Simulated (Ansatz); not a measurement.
# triplet C2H4FGa at 5 levels

Wanted: a comparison of 5 runs (UHF/3-21G, UB3LYP/6-31G*, UBLYP/cc-pVDZ, RPA@PBE/cc-pVDZ, UMP2/cc-pVDZ) of triplet C2H4FGa. 

The results are computed with Ansatz 0.2.0.

67 further runs of the same task are left out: 2 that didn't finish, 65 set aside as unsound or not needed.

## 1. Starting point

The species is C2H4FGa (8 atoms), meant as a triplet with charge 0. As SMILES of the parent species, `C=[CH][GaH][F]`. The shape is that of a PBE0-D4/def2-TZVP optimisation. That shape belongs to the parent species and isn't relaxed for this state.

Bond lengths: C1–C2 1.332 Å, C2–Ga3 1.936 Å, Ga3–F4 1.763 Å, C1–H5 1.088 Å, C1–H6 1.088 Å, C2–H7 1.087 Å, Ga3–H8 1.557 Å. Angles: C1–C2–Ga3 120.9°, C2–Ga3–F4 115.4°, C1–C2–H7 118.8°, Ga3–C2–H7 120.3°, C2–C1–H5 122.2°, C2–C1–H6 122.3°, C2–Ga3–H8 129.9°, F4–Ga3–H8 114.7°, H5–C1–H6 115.5°.

## 2. A single-point energy at UHF/3-21G (run 1)

Contents of run.yaml:

```yaml
crystal:
  periodic: [false, false, false]
  atoms:
    - {symbol: C, position_ang: [-0.837100, 1.175400, 0.060900]}
    - {symbol: C, position_ang: [0.342600, 0.569500, -0.065000]}
    - {symbol: Ga, position_ang: [0.481700, -1.360200, -0.007600]}
    - {symbol: F, position_ang: [2.110500, -2.006100, -0.199600]}
    - {symbol: H, position_ang: [-1.762100, 0.620500, 0.200100]}
    - {symbol: H, position_ang: [-0.941100, 2.257800, 0.031600]}
    - {symbol: H, position_ang: [1.232300, 1.179600, -0.202300]}
    - {symbol: H, position_ang: [-0.626900, -2.436700, 0.182000]}
basis:
  gaussian: {orbitals: 3-21G-spherical.json}
total_charge: 0
magnetization: {spin_polarized: true, initial_magnetization: 2}
hamiltonian: {xc: hf}
accuracy: high
output: {orbitals: {seedname: orbitals}}
```

The basis set 3-21G is read from a file made from the Basis Set Exchange's data (not shown).

Launch:

```console
$ ansatz run run.yaml --threads 1 --pin off --max-ram 3480MiB --events-out events.jsonl --progress --plain --runs-dir runs
```

The log of the run:

```text
Warning: RAYON_NUM_THREADS=1 ignored (pool sized by the plan → 1); use --threads N
Functional definition: HF
  name "HF"
  exchange = exact_x
  correlation = 0
1152 factors; integrals over basis functions are off by at most 1.2e-8 eV
mean field evaluation 1: about -56874.0663 eV, gradient 2.5e1 eV
mean field evaluation 2: about -56874.0829 eV, gradient 2.5e1 eV
mean field evaluation 4: about -56877.3145 eV, gradient 2.6e0 eV
mean field evaluation 8: about -56877.5387 eV, gradient 4.9e-1 eV
mean field evaluation 16: about -56877.5517 eV, gradient 3.1e-2 eV
mean field evaluation 32: about -56874.1016 eV, gradient 1.8e1 eV
mean field -56879.66779896 eV, -2090.2892371882 hartree, gradient 2.9e-8 eV, S^2 2.016907; 0 other end points of the search recorded, 0 dependent functions left out
reference -56879.66779896 eV, -2090.2892371882 hartree; 29, 27 occupied and 28, 30 virtual orbitals, 1152 factors
Total energy: -56879.66779896 eV, -2090.2892371882 hartree
```

It took 2.2 s on 1 thread of Arm Neoverse V1, shared host; peak memory 0.17 GiB.

## 3. The energy at UB3LYP/6-31G(d) (spherical functions) (run 2)

Contents of in.yaml:

```yaml
crystal:
  periodic: [false, false, false]
  atoms:
    - symbol: C
      position_ang: [-0.837100, 1.175400, 0.060900]
    - symbol: C
      position_ang: [0.342600, 0.569500, -0.065000]
    - symbol: Ga
      position_ang: [0.481700, -1.360200, -0.007600]
    - symbol: F
      position_ang: [2.110500, -2.006100, -0.199600]
    - symbol: H
      position_ang: [-1.762100, 0.620500, 0.200100]
    - symbol: H
      position_ang: [-0.941100, 2.257800, 0.031600]
    - symbol: H
      position_ang: [1.232300, 1.179600, -0.202300]
    - symbol: H
      position_ang: [-0.626900, -2.436700, 0.182000]
basis:
  gaussian: {orbitals: 6-31G_st_-spherical.json}
output: {orbitals: {seedname: orbitals}}
magnetization: {spin_polarized: true, initial_magnetization: 2}
hamiltonian: {xc: {name: B3LYP}}
total_charge: 0
accuracy: high
```

The basis set 6-31G* is read from a file made from the Basis Set Exchange's data (not shown).

Launch:

```console
$ ansatz run in.yaml --threads 1 --pin off --max-ram 3480MiB --events-out events.jsonl --progress --plain --runs-dir runs
```

The log of the run:

```text
Warning: RAYON_NUM_THREADS=1 ignored (pool sized by the plan → 1); use --threads N
Functional definition: B3LYP
  name "B3LYP"
  parameter a0 = 0.2
  parameter ax = 0.72
  parameter ac = 0.81
  exchange = (1 - a0 - ax)*slater_x + ax*b88_x + a0*exact_x
  correlation = (1 - ac)*vwn_rpa_c + ac*lyp_c
1831 factors; integrals over basis functions are off by at most 6.0e-9 eV
mean field evaluation 1: about -57211.1613 eV, gradient 4.8e1 eV
mean field evaluation 2: about -57163.4123 eV, gradient 9.4e1 eV
mean field evaluation 4: about -57218.8162 eV, gradient 2.7e1 eV
mean field evaluation 8: about -57223.6138 eV, gradient 6.0e-1 eV
mean field evaluation 16: about -57223.7462 eV, gradient 3.5e-3 eV
mean field evaluation 32: about -57223.7462 eV, gradient 1.7e-7 eV
mean field -57223.74623342 eV, -2102.9338864299 hartree, gradient 2.0e-8 eV, S^2 2.005404; 2 other end points of the search recorded, 0 dependent functions left out
reference -57223.74627410 eV, -2102.9338879247 hartree; 29, 27 occupied and 53, 55 virtual orbitals, 1831 factors
Total energy: -57223.74627410 eV, -2102.9338879247 hartree
```

Run time: 21 s. Hardware: 1 thread of Arm Neoverse V1, shared host; peak memory 0.42 GiB.

Runs 3 to 4 aren't shown in full; the table further down has their settings and results.

## 4. A single-point energy at UMP2/cc-pVDZ (run 5)

Contents of molecule.yaml:

```yaml
crystal:
  periodic: [false, false, false]
  atoms:
    - {symbol: C, position_ang: [-0.837100, 1.175400, 0.060900]}
    - {symbol: C, position_ang: [0.342600, 0.569500, -0.065000]}
    - {symbol: Ga, position_ang: [0.481700, -1.360200, -0.007600]}
    - {symbol: F, position_ang: [2.110500, -2.006100, -0.199600]}
    - {symbol: H, position_ang: [-1.762100, 0.620500, 0.200100]}
    - {symbol: H, position_ang: [-0.941100, 2.257800, 0.031600]}
    - {symbol: H, position_ang: [1.232300, 1.179600, -0.202300]}
    - {symbol: H, position_ang: [-0.626900, -2.436700, 0.182000]}
basis:
  gaussian:
    orbitals: cc-pVDZ
magnetization:
  spin_polarized: true
  initial_magnetization: 2
correlation:
  method: mp2
  frozen_orbitals: {C: 1, F: 1, Ga: 9, H: 0}
accuracy: high
```

Launch:

```console
$ ansatz run molecule.yaml --threads 1 --pin off --max-ram 3480MiB --events-out events.jsonl --progress --plain --runs-dir runs
```

The log of the run (excerpt; [...] marks lines left out):

```text
Warning: RAYON_NUM_THREADS=1 ignored (pool sized by the plan → 1); use --threads N
[... 2 set-up lines as earlier in the session ...]
[...]
2037 factors; integrals over basis functions are off by at most 4.6e-9 eV
[...]
mean field -57160.83748718 eV, -2100.6220326466 hartree, gradient 2.5e-8 eV, S^2 2.016889; 2 other end points of the search recorded, 0 dependent functions left out
12 core orbitals not correlated: weight in the atoms' cores, before any rotation towards them, 1.000 or more for the frozen orbitals, at most 0.000 for the correlated occupied ones
reference -57160.83748718 eV, -2100.6220326466 hartree; 17, 15 occupied and 60, 62 virtual orbitals, 2037 factors
second order -13.41269123 eV of doubles, -0.00000000 eV of singles
Total energy: -57174.25017841 eV, -2101.1149399580 hartree
```

Run time: 14 s. Hardware: 1 thread of Arm Neoverse V1, shared host; peak memory 0.52 GiB.

## 5. The series

| run | level | frozen core orbitals | energy (Eh) | HOMO energy (eV) | ⟨S²⟩ | wall time |
| --- | --- | --- | --- | --- | --- | --- |
| 1 | UHF/3-21G | – | -2090.289237 | -7.10 | 2.017 | 2.2 s |
| 2 | UB3LYP/6-31G* (spherical functions) | – | -2102.933888 | -4.03 | 2.005 | 21 s |
| 3 | UBLYP/cc-pVDZ | – | -2103.153279 | -3.15 | 2.004 | 43 s |
| 4 | RPA@PBE/cc-pVDZ | 12 | -2101.405029 | – | 2.005 | 57 s |
| 5 | UMP2/cc-pVDZ | 12 | -2101.114940 | – | 2.017 | 14 s |

## 6. Summary of results

| quantity | value |
| --- | --- |
| run 5: total energy | -2101.11494 Eh |
| run 5: correlation energy (12 core orbitals frozen) | -492.9 mEh |
| run 5: ⟨S²⟩ of the reference determinant | 2.017 |

Totals of different functionals can't be ranked against each other. All runs together took 2.3 min, the longest 57 s.
